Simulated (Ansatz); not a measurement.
# BGe+ (singlet): the correlation ladder at distance Ge1–B2 = 2.564 Å, cc-pVDZ

The task here is to estimate one member of a computed series from the others.

Program: Ansatz 0.2.0, Gaussian basis. Level of theory: cc-pVDZ, core rule «outside noble gas», up to 15 orbitals frozen. These are calculated values, not measurements.

To be run: UHF; CCSD(T) on RHF; CCSD(T) on UHF; BCCD(T) on RHF; CISD; CCSDT(Q) on RHF; CCSDT(Q) on UHF; CCSDTQ on RHF; CASSCF and MRCISD+Q, 2 electrons in 2 orbitals; CASSCF and NEVPT2, 2 electrons in 2 orbitals; CASSCF and MRCISD+Q, 6 electrons in 8 orbitals; CASSCF and NEVPT2, 6 electrons in 8 orbitals; Full CI.

25 further runs of the same task are left out: 18 that didn't finish, 7 set aside as unsound or not needed.

## The geometry

The geometry derives from a PBE0/def2-TZVP stationary point (not a proven minimum). One bond is set to the value named and the two fragments are kept rigid. No spin-orbit coupling is included. The filled d shell of Ge may be among the frozen orbitals whatever the setting's name suggests; the logs give the count.

2 atoms, charge 1, spin multiplicity 1.

Atoms are counted from 1 here; the program's logs count them from 0.

No contacts short enough for the rule that draws bonds.

Set-up of the first run:

Contents of in.yaml:

```yaml
crystal:
  periodic: [false, false, false]
  atoms:
    - {symbol: Ge, position_ang: [0.000000, 0.000000, 0.000000]}
    - {symbol: B, position_ang: [0.000000, 0.000000, 2.564000]}
basis:
  gaussian: {orbitals: cc-pVDZ}
total_charge: 1
magnetization: {spin_polarized: true, initial_magnetization: 0}
hamiltonian: {xc: hf}
output: {orbitals: {seedname: orbitals}}
```

The run is started by

```console
$ ansatz run in.yaml --threads 1 --pin off --events-out ev --progress --plain --max-ram 2393MiB
```

Among the steps run: UHF; CCSD(T) on RHF; CCSD(T) on UHF; BCCD(T) on RHF; CISD; CCSDT(Q) on RHF; CCSDT(Q) on UHF; CCSDTQ on RHF; CASSCF and MRCISD+Q, 2 electrons in 2 orbitals; CASSCF and NEVPT2, 2 electrons in 2 orbitals; CASSCF and MRCISD+Q, 6 electrons in 8 orbitals; CASSCF and NEVPT2, 6 electrons in 8 orbitals; Full CI.

One of the session's tables, all rows but one given; the rest of the session is left out.

It belongs to the step «Misses and costs». 

| method | from FCI (meV) |
| --- | --- |
| RHF | +3982.3 |
| RMP2 | +1375.3 |
| CISD | +447.7 |
| RCCSD | +156.4 |
| RCCSD(T) | +48.6 |
| BCCD(T) | +49.0 |
| RCCSDT | +16.3 |
| RCCSDT(Q) | +5.5 |
| RCCSDTQ | ? |
| CASSCF pair | +3430.3 |
| NEVPT2 pair | +1176.9 |
| CASSCF valence | +1497.2 |
| NEVPT2 valence | +477.8 |
| MRCISD valence | +103.1 |
| MRCISD+Q valence | +46.1 |
| FCI | 0 |

Q: Estimate the row for RCCSDTQ from the others.

As computed: from FCI (meV): +0.8. In the column «from FCI (meV)» it lies between FCI (0) and RCCSDT(Q) (+5.5).

Not comparable, so not listed: CASSCF and MRCISD+Q, 2 electrons in 2 orbitals (they don't share determinant, frozen orbitals or solution with the rows shown, or repeat one).

Limits of these values: Left out of the table: UHF, UMP2, UCCSD, UCCSD(T), UCCSDT, UCCSDT(Q) (another determinant or state than the rows shown). Warnings in the runs' records: passed over end.
